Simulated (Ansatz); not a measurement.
# ClGaH3N: the cost of one run

Method: RKS PBE0-D4/def2-SVP, in Ansatz 0.2.0.

## 1. The structure to begin with

Bond lengths: Ga1–H2 1.770 Å, Ga1–N3 2.130 Å, N3–H4 1.060 Å, N3–H5 1.060 Å, Ga1–Cl6 2.240 Å. Angles: H2–Ga1–N3 42.8°, H2–Ga1–Cl6 156.5°, N3–Ga1–Cl6 160.7°, Ga1–N3–H4 112.9°, Ga1–N3–H5 111.7°, H4–N3–H5 120.0°.

Coordinates:

```xyz
6

Ga    0.0000    0.0000    0.0000
H     1.0535    0.0000    1.4223
N     2.0931    0.0000    0.3944
H     2.5598   -0.9179    0.1426
H     2.5445    0.9179    0.1162
Cl   -1.9398    0.0000   -1.1200
```

## 2. A restrained relaxation towards end A

Springs on the bonds that form and break draw the guess towards this end; the thresholds are loose.

input.yaml reads:

```yaml
crystal:
  periodic: [false, false, false]
  atoms:
    - { symbol: Ga, position_ang: [0.0, 0.0, 0.0] }
    - { symbol: H, position_ang: [1.0535, 0.0, 1.4223] }
    - { symbol: "N", position_ang: [2.0931, 0.0, 0.3944] }
    - { symbol: H, position_ang: [2.5598, -0.9179, 0.1426] }
    - { symbol: H, position_ang: [2.5445, 0.9179, 0.1162] }
    - { symbol: Cl, position_ang: [-1.9398, 0.0, -1.12] }
basis:
  gaussian: { orbitals: def2-SVP }
hamiltonian:
  xc: pbe0
  dispersion: d4
relax:
  f_tol: 0.15
  max_steps: 25
  restrain:
    - { distance: [1, 2], at: 2.26, k: 30.0 }
    - { distance: [0, 1], at: 1.57, k: 30.0 }
    - { distance: [0, 2], at: 1.93, k: 30.0 }
```

Started as:

```console
ansatz run input.yaml --threads 1 --pin off --max-ram 2048MiB --backend cpu --events-out ev --progress --plain --runs-dir out
```

Q: Estimate wall time and peak memory on 1 thread of AMD EPYC 9R45 (Zen 5), shared host.

About 18 s, with a peak of 0.17 GiB.
